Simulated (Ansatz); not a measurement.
# CH4BSe+ (SMILES B[Se][CH2+]): single points off equilibrium

The task here is to estimate one member of a computed series from the others.

Program: Ansatz 0.2.0, Gaussian basis. Level of theory: single points in def2-TZVPP. These are calculated values, not measurements.

Correlated methods freeze the cores. Filled d shells of the heavier atoms are correlated.

## The system as given

SMILES `B[Se][CH2+]`, 7 atoms, charge 1, spin multiplicity 1.

Atoms are counted from 1 here; the program's logs count them from 0.

Bond lengths: B1–Se2 2.117 Å, B1–H4 1.148 Å, Se2–C3 1.903 Å, C3–H6 1.076 Å, C3–H7 1.023 Å. Angles: Se2–B1–H4 111.5°, B1–Se2–C3 96.7°, Se2–C3–H6 112.8°, Se2–C3–H7 134.9°, H6–C3–H7 112.3°.

Geometry (Å):

```
B    -1.3546    0.1372   -0.7262
Se    0.0788   -1.3155   -0.1618
C     1.3147   -0.1086    0.6357
H    -2.2796   -0.3468   -1.2030
H    -1.1101    1.4649   -0.1461
H     2.2288   -0.5888    0.9392
H     1.3093    0.8900    0.8562
```

Set-up of the first run:

run/in.yaml

```yaml
crystal:
  periodic: [false, false, false]
  atoms:
    - {symbol: B, position_ang: [-1.354600, 0.137200, -0.726200]}
    - {symbol: Se, position_ang: [0.078800, -1.315500, -0.161800]}
    - {symbol: C, position_ang: [1.314700, -0.108600, 0.635700]}
    - {symbol: H, position_ang: [-2.279600, -0.346800, -1.203000]}
    - {symbol: H, position_ang: [-1.110100, 1.464900, -0.146100]}
    - {symbol: H, position_ang: [2.228800, -0.588800, 0.939200]}
    - {symbol: H, position_ang: [1.309300, 0.890000, 0.856200]}
basis:
  gaussian: {orbitals: def2-TZVPP}
total_charge: 1
correlation: {method: ccsd_t}
output: {forces: true}
```

The command line of these runs was not kept.

Steps of the session up to this table: CCSD(T)/def2-TZVPP; PBE0-D4/def2-TZVPP; wB97M-V/def2-TZVPP; r2SCAN-D4/def2-TZVPP; PBE-D4/def2-TZVPP; CAM-B3LYP-D4/def2-TZVPP; revPBE-D4/def2-TZVPP.

One table of the session follows, with a row left open; its other results are not shown here.

| method | RMS force component (eV/Å) | angle to CCSD(T) forces (°) |
| --- | --- | --- |
| CCSD(T) | 1.943 | reference |
| PBE0-D4 | 2.017 | 3.1 |
| wB97M-V | 2.036 | 3.6 |
| r2SCAN-D4 | 1.965 | 1.2 |
| PBE-D4 | 1.910 | 4.3 |
| CAM-B3LYP-D4 | ? | ? |
| revPBE-D4 | 1.845 | 5.4 |

**Question.** Estimate the row for CAM-B3LYP-D4.

The run gave: RMS force component (eV/Å): 2.023; angle to CCSD(T) forces (°): 3.6. In the column «RMS force component (eV/Å)» it lies between PBE0-D4 (2.017) and wB97M-V (2.036).
